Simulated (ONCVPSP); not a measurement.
**O: generating and testing an ONCV potential**

Do these settings give a usable potential? It is generated, then checked for transferability, scattering, ghosts and hardness.

Method: ONCVPSP 4.0.1, PBE, scalar-relativistic.

**1. The atom and the settings**

Typed settings, in words:

| Property | Result |
| --- | --- |
| element | oxygen (O, Z = 8) |
| type | optimised norm-conserving Vanderbilt (ONCV) |
| frozen core | [He] |
| valence charge | 6 |
| reference configuration | 2s2 2p3.5 (charge +0.5) |
| partial waves | 2s: rc 0.60 bohr, ncon 4, nbas 8, qcut 8.9 1/bohr, 2 projectors, debl 2.4 Ha; 2p: rc 1.70 bohr, ncon 4, nbas 7, qcut 7.1 1/bohr, 2 projectors, debl 0.8 Ha |
| local potential | polynomial inside 0.50 bohr (lpopt 5, dvloc0 6 Ha) |
| core correction | not asked for |

The nodes and maxima of the atom's own shells, from an earlier all-electron run, set the scale for the radii.

All-electron outer shells of the reference configuration (PBE, scalar-relativistic, ld1.x):

```
shell  level (eV)  outermost node (bohr)  outermost maximum (bohr)
   1s     -523.43                      –                      0.13
   2s      -31.39                   0.28                      0.87
   2p      -16.28                      –                      0.81
```

**2. The generation run**

Input file O.dat:

```
# ATOM AND REFERENCE CONFIGURATION
# atsym  z   nc   nv     iexc    psfile
  O 8.00    1    2        4      upf
#
#   n    l    f
    1    0    2.00
    2    0    2.00
    2    1    3.50
#
# PSEUDOPOTENTIAL AND OPTIMIZATION
# lmax
    1
#
#   l,   rc,      ep,       ncon, nbas, qcut
    0    0.60    0.00    4    8    8.90
    1    1.70    0.00    4    7    7.10
#
# LOCAL POTENTIAL
# lloc, lpopt,  rc(5),   dvloc0
    4    5    0.50    6.00
#
# VANDERBILT-KLEINMAN-BYLANDER PROJECTORs
# l, nproj, debl
    0    2    2.40
    1    2    0.80
#
# MODEL CORE CHARGE
# icmod, fcfact, rcfact
    0    0.00    0.00
#
# LOG DERIVATIVE ANALYSIS
# epsh1, epsh2, depsh
   -3.00    5.00    0.02
#
# OUTPUT GRID
# rlmax, drl
    6.00    0.01
#
# TEST CONFIGURATIONS
# ncnf
    4
# nvcnf
#   n    l    f
    2
    2    0    2.00
    2    1    4.00
#
    2
    2    0    2.00
    2    1    3.00
#
    2
    2    0    2.00
    2    1    2.00
#
    2
    2    0    1.00
    2    1    5.00
#
```

Started as:

```sh
oncvpsp.x < O.dat > O.out
```

What does the calculation give? Wanted: cutoffs for 1 and 0.1 mHa per electron, occupied waves; bound ghosts; GHOST(+) flags; largest test error; largest phase difference near zero energy, channels read.

**Answer**, as computed:

| quantity | value |
| --- | --- |
| cutoffs for 1 and 0.1 mHa per electron, occupied waves | 222 Ha and 471 Ha |
| bound ghosts | s at -400.23 eV |
| GHOST(+) flags | none at low energy |
| largest test error (AE − PS) | +335 meV, for 2s2 2p2 |
| largest phase difference near zero energy, channels read | 0.000 rad |

**Reading.** A bound ghost (s) makes it unfit for use: electrons can fall into a state that the atom doesn't have. The worst unpolarised test, 2s2 2p2, is off by 335 meV on 43.7 eV; by total energies transferability rates as poor. The potential is very hard: the looser tolerance needs 222 Ha. At the looser tolerance the 2s wave is the slowest; 2p needs 21 Ha. Near zero energy the phases of the channels with partial waves agree within 0.001 rad. All of this concerns the isolated atom, not yet a solid.
